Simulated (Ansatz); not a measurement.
# H2SSiTe: the cost of one run

The runs use Ansatz 0.2.0; RHF-MP2, frozen core/def2-TZVP.

## (1) Where the work starts

5 atoms, charge 0, spin multiplicity 1.

Atoms are counted from 1 here; the program's logs count them from 0.

Bond lengths: Si1–S2 2.133 Å, Si1–Te3 2.487 Å, Si1–H4 1.498 Å, Si1–H5 1.498 Å, S2–Te3 2.551 Å. Angles: S2–Si1–Te3 66.5°, S2–Si1–H4 117.6°, S2–Si1–H5 117.6°, Te3–Si1–H4 117.9°, Te3–Si1–H5 117.9°, H4–Si1–H5 112.4°, Si1–S2–Te3 63.4°, Si1–Te3–S2 50.1°.

Geometry (Å):

```
Si   -0.2923    0.2247   -0.2413
S    -0.0814   -0.7961    1.6196
Te    1.9725   -0.7424    0.1076
H    -1.1687   -0.4025   -1.2822
H    -0.4301    1.7162   -0.2037
```

This geometry comes from a loose relaxation at PBE in a small basis, which is not shown.

## (3) Setting up the map

First coordinate, bond length Si1–H4: 7 values from 1.294 to 1.839 Å. Second coordinate, bond length Si1–H5: 7 values from 1.265 to 2.059 Å.

Nothing else is relaxed (all other coordinates rigid). Energies count from the relaxed molecule at the same level. Points are written as (first, second).

(The set-up runs are not shown.)

## (4) Point (1.476 Å, 1.530 Å)

Contents of input.yaml:

```yaml
crystal:
  periodic: [false, false, false]
  atoms:
    - { symbol: Si, position_ang: [-0.28798, 0.224464, -0.24373] }
    - { symbol: S, position_ang: [-0.069208, -0.784963, 1.58943] }
    - { symbol: Te, position_ang: [1.931858, -0.731874, 0.114722] }
    - { symbol: H, position_ang: [-1.15364, -0.398227, -1.264253] }
    - { symbol: H, position_ang: [-0.429434, 1.74722, -0.197865] }
basis:
  gaussian: { orbitals: def2-TZVP }
hamiltonian:
  xc: hf
output:
  forces: true
correlation:
  method: mp2
```

On the command line:

```sh
$ ansatz run input.yaml --threads 1 --pin off --max-ram 2560MiB --backend cpu --events-out ev --progress --plain --runs-dir out
```

What time and memory should one allow on 1 thread of Arm Neoverse V2, shared host?

About 6.7 s, with a peak of 0.33 GiB.
